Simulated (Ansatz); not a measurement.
**BH6NSSi: how energies converge with the basis set**

An exercise on one series of results from a longer session: the logs are not shown, and one member is left open.

The runs use Ansatz 0.2.0, Gaussian basis; one geometry, several basis sets.

Levels to be run: PBE0-D4/def2-SVP; ωB97M-V/def2-SVP; PBE0-D4/def2-QZVPP; ωB97M-V/def2-QZVPP; the functionals' def2-TZVPP values are taken from earlier runs.

**The relaxed structure**

All runs share one geometry, relaxed beforehand with PBE0-D4 in a triple-zeta def2 set.

SMILES `[SiH3]NBS`, 10 atoms, charge 0, spin multiplicity 1.

Atoms are counted from 1 here; the program's logs count them from 0.

Bond lengths: Si1–N2 1.741 Å, Si1–H5 1.487 Å, Si1–H6 1.480 Å, Si1–H7 1.487 Å, N2–B3 1.405 Å, N2–H8 1.012 Å, B3–S4 1.812 Å, B3–H9 1.194 Å, S4–H10 1.340 Å. Angles: N2–Si1–H5 110.5°, N2–Si1–H6 107.5°, N2–Si1–H7 110.6°, H5–Si1–H6 110.3°, H5–Si1–H7 107.7°, H6–Si1–H7 110.2°, Si1–N2–B3 126.0°, Si1–N2–H8 116.6°, B3–N2–H8 117.4°, N2–B3–S4 120.2°, N2–B3–H9 120.1°, S4–B3–H9 119.7°, B3–S4–H10 96.5°.

The first run:

Input file in.yaml:

```yaml
crystal:
  periodic: [false, false, false]
  atoms:
    - {symbol: Si, position_ang: [-1.508809, 0.158475, -0.769531]}
    - {symbol: N, position_ang: [0.092281, -0.417590, -0.401939]}
    - {symbol: B, position_ang: [0.920608, 0.049230, 0.632196]}
    - {symbol: S, position_ang: [2.568357, -0.666176, 0.872667]}
    - {symbol: H, position_ang: [-2.495718, -0.950065, -0.679404]}
    - {symbol: H, position_ang: [-1.836207, 1.217506, 0.211748]}
    - {symbol: H, position_ang: [-1.564697, 0.703185, -2.152021]}
    - {symbol: H, position_ang: [0.454767, -1.155767, -0.991185]}
    - {symbol: H, position_ang: [0.541381, 0.919325, 1.356462]}
    - {symbol: H, position_ang: [2.911236, 0.090676, 1.923907]}
basis:
  gaussian: {orbitals: def2-SVP}
hamiltonian: {xc: pbe0, dispersion: d4}
output: {orbitals: {seedname: orbitals}}
```

On the command line:

```sh
$ ansatz run in.yaml --threads 2 --pin off --events-out ev --progress --plain --max-ram 4352MiB
```

Steps of the session up to this table: PBE0-D4 in def2-SVP; ωB97M-V in def2-SVP; PBE0-D4 in def2-QZVPP; ωB97M-V in def2-QZVPP.

One of the session's tables, all rows but one given; the rest of the session is left out.

It belongs to the step «Functionals by basis». 

| functional | basis | HOMO (eV) | LUMO (eV) |
| --- | --- | --- | --- |
| PBE0-D4 | def2-SVP | -7.20 | 0.44 |
| PBE0-D4 | def2-TZVPP | -7.36 | 0.11 |
| PBE0-D4 | def2-QZVPP | ? | ? |
| ωB97M-V | def2-SVP | -9.33 | 2.52 |
| ωB97M-V | def2-TZVPP | -9.53 | 1.72 |
| ωB97M-V | def2-QZVPP | -9.56 | 1.29 |

Estimate the missing values for PBE0-D4, def2-QZVPP.

The run gave: HOMO (eV): -7.38; LUMO (eV): -0.07. In the column «HOMO (eV)» it lies between ωB97M-V, def2-SVP (-9.33) and PBE0-D4, def2-TZVPP (-7.36).
